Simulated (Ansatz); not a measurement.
CsLiCr2Te2S3:

```
Cs Li Cr Te S
1.0
     3.60358    0.00000    0.00000
    -1.80179    3.12079    0.00000
     0.00000    0.00000   19.06651
Cs Li Cr Te S
1 1 2 2 3
Direct
  0.00000 0.00000 0.37399
  0.66667 0.33333 0.01607
  0.00000 0.00000 0.86637
  0.33333 0.66667 0.16833
  0.33333 0.66667 0.53891
  0.66667 0.33333 0.77276
  0.00000 0.00000 0.10030
  0.33333 0.66667 0.92920
  0.66667 0.33333 0.23408
```

The cell was built by a generator and needn't be a form met in nature.

* Program: Ansatz 0.2.0
* Task: relaxation of cell and atoms
* Functional: LDA
* Potentials or basis: Ansatz PAW
* Cutoff: 420 eV (not typed: the program's choice for these potentials)
* k mesh: 6 × 6 × 1
* Occupations: fermi-dirac, width 0.05 eV
* Spin: collinear spin, ferromagnetic start
* Starting moments: [0.0, 0.0, 3.0, 3.0, 0.0, 0.0, 0.0, 0.0, 0.0] μB

At the start: volume 23.82 Å³/atom.

How do energy, volume and symmetry change on relaxing?

It ends after 8 steps and the volume is 20.86 Å³/atom (-12.4 %); space group P3m1 (No. 156, to 0.05 Å); moment 5.46 μB per cell.

The path:
| step | energy change (eV) | largest force (eV/Å) | volume (Å³) |
| --- | --- | --- | --- |
| 1 | 0.0000 | 0.6483 | 214.42 |
| 2 | -0.2866 | 0.8587 | 195.68 |
| 3 | -0.3577 | 0.2376 | 189.18 |
| 4 | -0.3690 | 0.0652 | 186.05 |
| 5 | -0.3707 | 0.0515 | 188.53 |
| 6 | -0.3716 | 0.0145 | 187.88 |
| 7 | -0.3717 | 0.0023 | 187.76 |
| 8 | -0.3678 | 0.0023 | 187.76 |

Final structure:
```yaml
crystal:
  lattice:
    - [3.49389, 0.00000, 0.00000]
    - [-1.74695, 3.02580, 0.00000]
    - [0.00000, 0.00000, 17.76024]
  atoms:
    - { symbol: Cs, position: [0.00000, 0.00000, 0.38310] }
    - { symbol: Li, position: [0.66667, 0.33333, 0.01255] }
    - { symbol: Cr, position: [0.00000, 0.00000, 0.85801] }
    - { symbol: Cr, position: [0.33333, 0.66667, 0.17035] }
    - { symbol: Te, position: [0.33333, 0.66667, 0.55754] }
    - { symbol: Te, position: [0.66667, 0.33333, 0.75904] }
    - { symbol: S, position: [0.00000, 0.00000, 0.09822] }
    - { symbol: S, position: [0.33333, 0.66667, 0.92201] }
    - { symbol: S, position: [0.66667, 0.33333, 0.23920] }
```

Caveat: the plane-wave basis is chosen anew once the cell has moved, so the energies of steps on either side of that aren't comparable; only a ferromagnetic start was run, and an antiferromagnetic order may lie lower in energy; the PAW data sets come from PBE, with cores solved anew for the run's functional, which leaves a small shift of forces and pressure.
